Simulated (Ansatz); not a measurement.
H₄SSiSn, SMILES [SiH2]1[S][SnH2]1: a ladder of basis sets, run with Ansatz 0.2.0 through its Python package.

`h4ssisn.xyz`
```text
7

Si   -0.90640   -0.07690   -0.80980
S    -0.30160   -1.79270    0.18230
Sn    0.91300    0.24170    0.75200
H    -2.16740    0.48390   -0.32350
H    -0.56770   -0.00700   -2.25810
H     0.52320    0.83380    2.36230
H     2.56820    0.24930    0.04920
```

`basis_h4ssisn.py`:
```python
# -*- coding: utf-8 -*-
"""How the energy of H4SSiSn converges with the basis."""

import ansatz

molecule = ansatz.Crystal.molecule_from_extxyz("h4ssisn.xyz")

model = molecule.calculation().functional("b3lyp")

energies = {}
for basis in ["def2-SVP", "def2-SVPD", "def2-TZVP", "def2-TZVPP"]:
    data = model.basis(gaussian=basis).run(threads=1, pin="off").report
    size = data["n_frozen"] + data["n_occupied"][0] + data["n_virtual"][0]
    energies[basis] = (data["reference_energy_ev"] / 27.211386246, data["free_energy_ev"] / 27.211386246)
    print(f"{basis:14s} {size:4d} orbitals  reference {energies[basis][0]:14.6f} Ha  total {energies[basis][1]:14.6f} Ha")

last = energies["def2-TZVPP"][1]
for basis, (_, total) in energies.items():
    print(f"{basis:14s} lies {27.211386 * (total - last):9.4f} eV above def2-TZVPP")
```

How far does the total energy move along this ladder of basis sets?

Against def2-SVP: def2-SVPD -9.2 mHa, def2-TZVP -256.7 mHa and def2-TZVPP -257.5 mHa. The last step alone is -0.84 mHa (these two sets differ little on atoms other than hydrogen). From the first set to the last the time grows from 3.0 to 6.4 s.

What the script printed:

```console
$ python basis_h4ssisn.py
def2-SVP         82 orbitals  reference    -904.266646 Ha  total    -904.266646 Ha
def2-SVPD       115 orbitals  reference    -904.275840 Ha  total    -904.275840 Ha
def2-TZVP       148 orbitals  reference    -904.523336 Ha  total    -904.523336 Ha
def2-TZVPP      190 orbitals  reference    -904.524172 Ha  total    -904.524172 Ha
def2-SVP       lies    7.0076 eV above def2-TZVPP
def2-SVPD      lies    6.7575 eV above def2-TZVPP
def2-TZVP      lies    0.0227 eV above def2-TZVPP
def2-TZVPP     lies    0.0000 eV above def2-TZVPP
```

The drop along the ladder measures the basis error, and is no property of the molecule. The geometry is a force-field or estimated start, not a minimum of this method, and the last set is no limit. Much of the fall in a total is atomic energy, which cancels in bond and reaction energies. def2 sets replace the cores of elements past krypton by effective core potentials. b3lyp holds the VWN-RPA fit, as in Gaussian; the form of ORCA and Turbomole is b3lyp5. Finished in 20 s on 1 thread of Arm Neoverse V1, on a shared host, peak memory 0.4 GiB.
